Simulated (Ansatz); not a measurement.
# Alloy of GaAs and AlAs (12 of 32 Ga sites exchanged), 64 atoms

Wanted: the relaxed alloy cell and its gap (PBEsol and HSE06).

All numbers are computed with Ansatz 0.2.0 (PAW, plane waves).

## Step 1: Starting point

64 atoms (20 Ga, 12 Al, 32 As); a = 11.331 Å, b = 11.331 Å, c = 11.331 Å, α = 90.00°, β = 90.00°, γ = 90.00°. All atoms were shaken off their sites by about 0.02 Å along each axis.

The runs, in order: (2) PBEsol cell relaxation at the single k point (½, ½, ½), on 1 × NVIDIA GB300 Max-Q with 8 threads of Arm Neoverse-V2; (3) HSE06 single point at the Γ point alone, on 1 × NVIDIA GB300 Max-Q with 8 threads of Arm Neoverse-V2.

## Step 2: PBEsol relaxation of the cell and the positions

Contents of in.yaml:

```yaml
crystal:
  lattice:
    - [11.330715, 0.000000, 0.000000]
    - [0.000000, 11.330715, 0.000000]
    - [0.000000, 0.000000, 11.330715]
  atoms:
    - { symbol: Ga, position: [0.996946, 0.000671, 0.996385] }
    - { symbol: Ga, position: [0.000109, 0.000142, 0.502695] }
    - { symbol: Ga, position: [0.998102, 0.498145, 0.498599] }
    - { symbol: Ga, position: [0.501896, 0.999706, 0.001365] }
    - { symbol: Ga, position: [0.500515, 0.999597, 0.500159] }
    - { symbol: Ga, position: [0.501369, 0.498362, 0.001751] }
    - { symbol: Ga, position: [0.498457, 0.497639, 0.499415] }
    - { symbol: Ga, position: [0.251414, 0.249790, 0.500965] }
    - { symbol: Ga, position: [0.252526, 0.750407, 0.997021] }
    - { symbol: Ga, position: [0.249189, 0.748092, 0.502434] }
    - { symbol: Ga, position: [0.748744, 0.248445, 0.499861] }
    - { symbol: Ga, position: [0.751622, 0.754739, 0.499334] }
    - { symbol: Ga, position: [0.248663, 0.003267, 0.752332] }
    - { symbol: Ga, position: [0.248659, 0.503495, 0.249685] }
    - { symbol: Ga, position: [0.248228, 0.498309, 0.752035] }
    - { symbol: Ga, position: [0.748717, 0.000134, 0.250382] }
    - { symbol: Ga, position: [0.002150, 0.245803, 0.748216] }
    - { symbol: Ga, position: [0.001226, 0.748130, 0.251441] }
    - { symbol: Ga, position: [0.500377, 0.252657, 0.248950] }
    - { symbol: Ga, position: [0.499738, 0.251757, 0.755216] }
    - { symbol: Al, position: [0.996521, 0.499075, 0.998600] }
    - { symbol: Al, position: [0.248187, 0.252245, 0.001130] }
    - { symbol: Al, position: [0.752740, 0.250232, 0.998249] }
    - { symbol: Al, position: [0.748860, 0.750624, 0.000578] }
    - { symbol: Al, position: [0.250984, 0.000114, 0.249860] }
    - { symbol: Al, position: [0.750954, 0.997820, 0.750225] }
    - { symbol: Al, position: [0.752763, 0.502057, 0.251183] }
    - { symbol: Al, position: [0.749261, 0.497373, 0.750601] }
    - { symbol: Al, position: [0.002876, 0.249053, 0.245036] }
    - { symbol: Al, position: [0.001941, 0.747070, 0.751454] }
    - { symbol: Al, position: [0.500063, 0.751056, 0.247457] }
    - { symbol: Al, position: [0.499381, 0.748462, 0.751503] }
    - { symbol: As, position: [0.124709, 0.126490, 0.124875] }
    - { symbol: As, position: [0.124732, 0.126734, 0.619544] }
    - { symbol: As, position: [0.123165, 0.625254, 0.127114] }
    - { symbol: As, position: [0.121128, 0.625669, 0.624166] }
    - { symbol: As, position: [0.626576, 0.126720, 0.123754] }
    - { symbol: As, position: [0.623396, 0.123397, 0.624440] }
    - { symbol: As, position: [0.623787, 0.625888, 0.124378] }
    - { symbol: As, position: [0.624098, 0.622011, 0.625174] }
    - { symbol: As, position: [0.377308, 0.374715, 0.121266] }
    - { symbol: As, position: [0.372756, 0.373478, 0.626033] }
    - { symbol: As, position: [0.372705, 0.873692, 0.124152] }
    - { symbol: As, position: [0.374133, 0.875938, 0.625834] }
    - { symbol: As, position: [0.877378, 0.375844, 0.128383] }
    - { symbol: As, position: [0.873273, 0.375671, 0.627104] }
    - { symbol: As, position: [0.875875, 0.875667, 0.122489] }
    - { symbol: As, position: [0.875905, 0.876627, 0.625654] }
    - { symbol: As, position: [0.376690, 0.125614, 0.376240] }
    - { symbol: As, position: [0.373739, 0.125598, 0.873577] }
    - { symbol: As, position: [0.372987, 0.625323, 0.376376] }
    - { symbol: As, position: [0.376074, 0.623491, 0.875362] }
    - { symbol: As, position: [0.875332, 0.126659, 0.373581] }
    - { symbol: As, position: [0.876114, 0.126285, 0.875010] }
    - { symbol: As, position: [0.877187, 0.626329, 0.375003] }
    - { symbol: As, position: [0.874885, 0.623309, 0.874346] }
    - { symbol: As, position: [0.125601, 0.377171, 0.374673] }
    - { symbol: As, position: [0.125491, 0.378421, 0.875712] }
    - { symbol: As, position: [0.125479, 0.873687, 0.375330] }
    - { symbol: As, position: [0.123603, 0.874448, 0.875213] }
    - { symbol: As, position: [0.625263, 0.376816, 0.374151] }
    - { symbol: As, position: [0.625106, 0.372744, 0.874002] }
    - { symbol: As, position: [0.625139, 0.874110, 0.377021] }
    - { symbol: As, position: [0.623731, 0.876550, 0.873526] }
kpoints:
  mp_grid: { grid: [1, 1, 1], shift: [0.5, 0.5, 0.5] }
hamiltonian:
  xc: pbesol
scf:
  occupations: { method: fermi_dirac, width: 0.01 }
relax:
  f_tol: 0.03
  max_steps: 80
  escape_saddle: false
  adjacent_minimum: "off"
  cell: { fix: [shape] }
output:
  forces: true
  eigenvalues: true
  populations: true
```

Run with:

```bash
$ ansatz run in.yaml --threads 8 --pin off --max-ram 76000MiB --runs-dir r --events-out ev --progress --plain --backend cuda --devices 0,
```

After this run come: HSE06 on the final geometry.

**Question.** What will these runs give? Wanted: for each run, top filled to lowest empty.

The runs gave:

| level | time | k points | top filled to lowest empty (eV) |
| --- | --- | --- | --- |
| PBEsol, relaxation | 10 s (GPU) | (½, ½, ½) | 2.02 |
| HSE06 | 47 s (GPU) | Γ | 1.83 |

```
     quantity                                                                         value
   relaxation                                              4 recorded steps, 0.39 eV gained
largest shift                                                0.07 Å (Al29 and others alike)
 relaxed cell  a = 11.349 Å, b = 11.349 Å, c = 11.349 Å, α = 90.00°, β = 90.00°, γ = 90.00°
   mean bonds                                                    Al–As 2.458, As–Ga 2.457 Å
```

Relaxation gains 0.39 eV, with shifts up to 0.07 Å (Al29 and others alike), while the volume changes by +0.5 %. The mean lengths differ by only 0.00 Å, over all coordinations together. The relaxation ran on other k points, so part of any difference from the later rows can come from the mesh. Spin–orbit coupling is left out, which matters for the band edges of the heavier elements here. With one k point the spacing samples only the states that fold onto it, so it can exceed the gap over the zone.
